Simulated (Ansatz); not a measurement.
# MnGe: the cost of one run

Computed with Ansatz 0.2.0 (DFT PBEsol, scalar-relativistic, plane waves, PAW, unless a step's input says otherwise).

## Step 1: The structure to begin with

Symmetry: P2_13, No. 198, cubic system. Conventional cell: a = 4.790 Å, b = 4.790 Å, c = 4.790 Å, α = 90.00°, β = 90.00°, γ = 90.00°. Around Mn (site symmetry 3) lie 7 Ge at 2.43 to 2.69 Å. Around Ge (site symmetry 3) lie 7 Mn at 2.43 to 2.69 Å.

As a file:

```cif
data_structure
_symmetry_space_group_name_H-M 'P 1'
_symmetry_Int_Tables_number 1
_cell_length_a 4.7900
_cell_length_b 4.7900
_cell_length_c 4.7900
_cell_angle_alpha 90.000
_cell_angle_beta 90.000
_cell_angle_gamma 90.000
_cell_volume 109.90
loop_
_atom_site_label
_atom_site_type_symbol
_atom_site_fract_x
_atom_site_fract_y
_atom_site_fract_z
_atom_site_occupancy
Mn1 Mn 0.13600 0.13600 0.13600 1
Mn2 Mn 0.63600 0.36400 0.86400 1
Mn3 Mn 0.86400 0.63600 0.36400 1
Mn4 Mn 0.36400 0.86400 0.63600 1
Ge1 Ge 0.84300 0.84300 0.84300 1
Ge2 Ge 0.34300 0.65700 0.15700 1
Ge3 Ge 0.15700 0.34300 0.65700 1
Ge4 Ge 0.65700 0.15700 0.34300 1
```

## Step 2: Relaxing cell and atoms: MnGe, no spin

Contents of input.yaml:

```yaml
crystal:
  lattice:
    - [4.79, 0.0, 0.0]
    - [0.0, 4.79, 0.0]
    - [0.0, 0.0, 4.79]
  atoms:
    - { symbol: Mn, position: [0.136, 0.136, 0.136] }
    - { symbol: Mn, position: [0.636, 0.364, 0.864] }
    - { symbol: Mn, position: [0.864, 0.636, 0.364] }
    - { symbol: Mn, position: [0.364, 0.864, 0.636] }
    - { symbol: Ge, position: [0.843, 0.843, 0.843] }
    - { symbol: Ge, position: [0.343, 0.657, 0.157] }
    - { symbol: Ge, position: [0.157, 0.343, 0.657] }
    - { symbol: Ge, position: [0.657, 0.157, 0.343] }
scf:
  occupations: { method: gaussian, width: 0.05 }
output:
  forces: true
  stress: true
  eigenvalues: true
  write_density: true
  write_potential: true
  elf: true
  volumetric_format: npy
hamiltonian:
  xc: pbesol
kpoints:
  mp_grid: { grid: [8, 8, 8] }
relax:
  f_tol: 0.01
  adjacent_minimum: "off"
  max_steps: 40
  cell: { stress_tol: 0.05, p_target: 0, fix: [shape] }
```

The run is started by

```console
ansatz run input.yaml --threads 8 --pin off --max-ram 16384MiB --backend cpu --events-out ev --progress --plain --runs-dir out
```

Q: Estimate wall time and peak memory on 8 threads of Intel Xeon Platinum 8259CL at 2.50GHz (Skylake/Cascade Lake), shared host.

About 36 s, with a peak of 0.92 GiB.
